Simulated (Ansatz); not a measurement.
# Ti7C8N7: the cost of one run

All numbers below are computed with Ansatz 0.2.0 (DFT PBE, scalar-relativistic, plane waves, PAW).

**1. The system as given**

The cell holds 22 atoms (C8N7Ti7): a = 6.077 Å, b = 5.784 Å, c = 6.006 Å, α = 91.08°, β = 90.95°, γ = 89.51°.

It is the last frame of an earlier stage of the same melt, run at 2880 K.

As a file:

```
CELL_PARAMETERS angstrom
6.07635 0.02525 -0.04981
0.02525 5.78321 -0.05536
-0.04981 -0.05536 6.00552
ATOMIC_POSITIONS crystal
C 0.71575 0.48480 0.64899
C 0.99058 0.34324 0.46153
C 0.74277 0.71384 0.17799
C 0.93385 0.09818 0.88396
C 0.33281 0.19293 0.32615
C 0.14754 0.52452 0.48878
C 0.32726 0.43241 0.34429
C 0.12988 0.12668 0.40204
Ti 0.98777 0.54935 0.16010
Ti 0.15706 0.78340 0.75006
Ti 0.58586 0.83873 0.90581
Ti 0.75826 0.95706 0.45836
Ti 0.29725 0.28403 0.74703
Ti 0.59144 0.32915 0.12774
Ti 0.31545 0.83252 0.29304
N 0.77343 0.31499 0.51468
N 0.49179 0.88071 0.60576
N 0.22611 0.53553 0.92754
N 0.91244 0.24175 0.05172
N 0.58126 0.41624 0.79975
N 0.83967 0.70107 0.70435
N 0.37353 0.00825 0.07389
```

**2. Langevin stage at 1600 K**

One k point, a Fermi-Dirac width of 0.138 eV and a fixed cell.

input.yaml reads:

```yaml
crystal:
  lattice:
    - [6.076351, 0.025247, -0.049807]
    - [0.025247, 5.783208, -0.055363]
    - [-0.049807, -0.055363, 6.005517]
  atoms:
    - { symbol: C, position: [0.7157541992, 0.4848001959, 0.6489865449] }
    - { symbol: C, position: [0.9905761484, 0.3432442643, 0.4615347456] }
    - { symbol: C, position: [0.7427747282, 0.7138392811, 0.1779871958] }
    - { symbol: C, position: [0.9338510799, 0.0981766135, 0.8839613079] }
    - { symbol: C, position: [0.3328090219, 0.1929330293, 0.3261471902] }
    - { symbol: C, position: [0.1475437906, 0.5245171221, 0.4887761646] }
    - { symbol: C, position: [0.3272605998, 0.4324122583, 0.3442900155] }
    - { symbol: C, position: [0.1298780258, 0.1266821452, 0.4020355496] }
    - { symbol: Ti, position: [0.9877694678, 0.5493496473, 0.1601033205] }
    - { symbol: Ti, position: [0.1570599603, 0.783400435, 0.7500592433] }
    - { symbol: Ti, position: [0.5858606171, 0.8387336546, 0.9058053552] }
    - { symbol: Ti, position: [0.7582616158, 0.9570631572, 0.4583581322] }
    - { symbol: Ti, position: [0.2972476048, 0.284031504, 0.747034565] }
    - { symbol: Ti, position: [0.5914401711, 0.329149556, 0.1277382804] }
    - { symbol: Ti, position: [0.3154532699, 0.8325204344, 0.2930409051] }
    - { symbol: "N", position: [0.7734291319, 0.3149884053, 0.5146810461] }
    - { symbol: "N", position: [0.4917862702, 0.8807078206, 0.6057644174] }
    - { symbol: "N", position: [0.2261078018, 0.5355301879, 0.927541577] }
    - { symbol: "N", position: [0.9124430577, 0.2417483886, 0.0517235441] }
    - { symbol: "N", position: [0.5812572363, 0.4162390383, 0.7997478443] }
    - { symbol: "N", position: [0.8396675124, 0.7010667952, 0.7043455476] }
    - { symbol: "N", position: [0.3735281325, 0.008253787, 0.0738871478] }
  symmetry: { detect: false }
basis:
  ecutwfc: 420
  xc_grid: 1
kpoints:
  mp_grid: { grid: [1, 1, 1], shift: [0.25, 0.25, 0.25] }
hamiltonian:
  xc: pbe
scf:
  occupations: { method: fermi_dirac, width: 0.1379 }
  lower_state_search: "off"
  convergence: { dr2_threshold: 1.0e-05 }
output:
  forces: true
  stress: true
md:
  timestep: 2.0
  n_steps: 208
  ensemble: nvt_langevin
  friction: 0.03
  temperature: 1600.0
  initial_velocities: maxwell_boltzmann
  seed: 21783
```

Run with:

```
$ ansatz run input.yaml --threads 2 --pin off --max-ram 5120MiB --backend cpu --events-out ev --progress --plain --runs-dir out
```

Q: Estimate wall time and peak memory on 2 threads of Arm Neoverse V1, shared host.

About 5.2 min, with a peak of 0.41 GiB.
